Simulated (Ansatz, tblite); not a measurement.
# In(CO)H3 (CH3InO): a ladder of methods and basis sets

How do method and basis change the picture of In(CO)H3 (CH3InO) (singlet)?

Method: as each input shows; program: Ansatz 0.2.0, Gaussian basis.

The runs, in order: GFN1-xTB, GFN2-xTB, PBE-D4/def2-TZVP, r2SCAN-D4/def2-TZVP, ωB97X-V/def2-TZVP, B3LYP-D4/def2-TZVP, BHLYP-D4/def2-TZVP, B2PLYP/def2-TZVP, revPBE-D4/def2-TZVP, BLYP-D4/def2-TZVP, B97M-V/def2-TZVP, PBE-D4/def2-SVP, PBE0-D4/def2-SVP, PBE0-D4/def2-TZVPD, PBE-D4/def2-TZVPD, r2SCAN-D4/def2-TZVPD, CCSD(T)/def2-TZVPP, MP2/def2-TZVP, RPA/def2-TZVP, CCSD(T)/def2-TZVPD.

2 further runs of the same task are left out: 2 set aside as unsound or not needed. Runs told in other sessions of the task aren't counted.

### Step 1. The relaxed structure

The geometry is that of the singlet, from an earlier relaxation (PBE-D4/def2-TZVP).

6 atoms, charge 0, spin multiplicity 1.

Bond lengths: In1–C2 2.524 Å, In1–H4 1.738 Å, In1–H5 1.737 Å, In1–H6 1.738 Å, C2–O3 1.134 Å. Angles: C2–In1–H4 92.9°, C2–In1–H5 94.0°, C2–In1–H6 93.0°, H4–In1–H5 119.7°, H4–In1–H6 119.6°, H5–In1–H6 119.7°, In1–C2–O3 179.0°.

In takes a core potential in the def2 sets. No spin-orbit coupling is included.

PBE0-D4/def2-TZVP was run before; its log isn't repeated, and its numbers join the tables.

### Step 2. GFN1-xTB

Tight binding, by tblite at 300 K electronic temperature and without a spin-polarisation term:

```python
tblite.interface.Calculator('GFN1-xTB', numbers, positions, charge=0, uhf=0).singlepoint()
```

Energy -269.1324 eV, HOMO -11.79 eV, LUMO -8.90 eV; 0.005 s.

### Step 3. GFN2-xTB

Tight binding, by tblite at 300 K electronic temperature and without a spin-polarisation term:

```python
tblite.interface.Calculator('GFN2-xTB', numbers, positions, charge=0, uhf=0).singlepoint()
```

Energy -240.5567 eV, HOMO -11.34 eV, LUMO -9.44 eV; 0.003 s.

### Step 4. PBE-D4/def2-TZVP

start.molden holds the orbitals of an earlier run on this state, given as this run's starting guess.

File in.yaml:

```yaml
crystal:
  periodic: [false, false, false]
  atoms:
    - {symbol: In, position_ang: [-0.014666, -0.001494, -0.980408]}
    - {symbol: C, position_ang: [0.016579, 0.011738, 1.543180]}
    - {symbol: O, position_ang: [0.041871, 0.001361, 2.676556]}
    - {symbol: H, position_ang: [1.719850, 0.001573, -1.088839]}
    - {symbol: H, position_ang: [-0.887362, 1.495793, -1.098347]}
    - {symbol: H, position_ang: [-0.876273, -1.508982, -1.052142]}
basis:
  gaussian: {orbitals: def2-TZVP, initial_orbitals: start.molden}
hamiltonian: {xc: pbe, dispersion: d4}
scf: {omitted_lower_state_checks: [starts]}
output: {orbitals: {seedname: orbitals}}
```

Run with:

```bash
ansatz run in.yaml --threads 4 --pin off --events-out ev --progress --plain --max-ram 3916MiB
```

Further steps of the session: r2SCAN-D4/def2-TZVP; ωB97X-V/def2-TZVP; B3LYP-D4/def2-TZVP; BHLYP-D4/def2-TZVP; B2PLYP/def2-TZVP; revPBE-D4/def2-TZVP; BLYP-D4/def2-TZVP; B97M-V/def2-TZVP; PBE-D4/def2-SVP; PBE0-D4/def2-SVP; PBE0-D4/def2-TZVPD; PBE-D4/def2-TZVPD; r2SCAN-D4/def2-TZVPD; CCSD(T)/def2-TZVPP; MP2/def2-TZVP; RPA/def2-TZVP; CCSD(T)/def2-TZVPD.

Q: Predict the results of all the runs planned. Wanted: gap in def2-TZVP, named functionals, smallest and largest; correlation energy, CCSD(T)/def2-TZVPP; correlation energy, MP2/def2-TZVP; correlation energy, CCSD(T)/def2-TZVPD; binding an atom, CCSD(T)/def2-TZVPP; PBE0 total energy, smallest basis above largest.

**Answer**, as computed:

| quantity | value |
| --- | --- |
| gap in def2-TZVP, named functionals, smallest and largest | 3.68 eV (PBE-D4), 10.71 eV (ωB97X-V) |
| correlation energy, CCSD(T)/def2-TZVPP | -19.29 eV |
| correlation energy, MP2/def2-TZVP | -17.91 eV |
| correlation energy, CCSD(T)/def2-TZVPD | -19.13 eV |
| binding an atom, CCSD(T)/def2-TZVPP | 3.123 eV |
| PBE0 total energy, smallest basis above largest | 3.91 eV (def2-SVP, def2-TZVPD) |

In words: Orbital gaps of the named functionals in def2-TZVP span 3.68 eV (PBE-D4) to 10.71 eV (ωB97X-V); exact exchange widens it. The functionals in def2-TZVP miss CCSD(T)/def2-TZVPP by -0.115 (BHLYP-D4) to +0.089 eV (PBE-D4) an atom. CCSD(T)/def2-TZVPP isn't at the basis-set limit; small misses against it rank nothing.
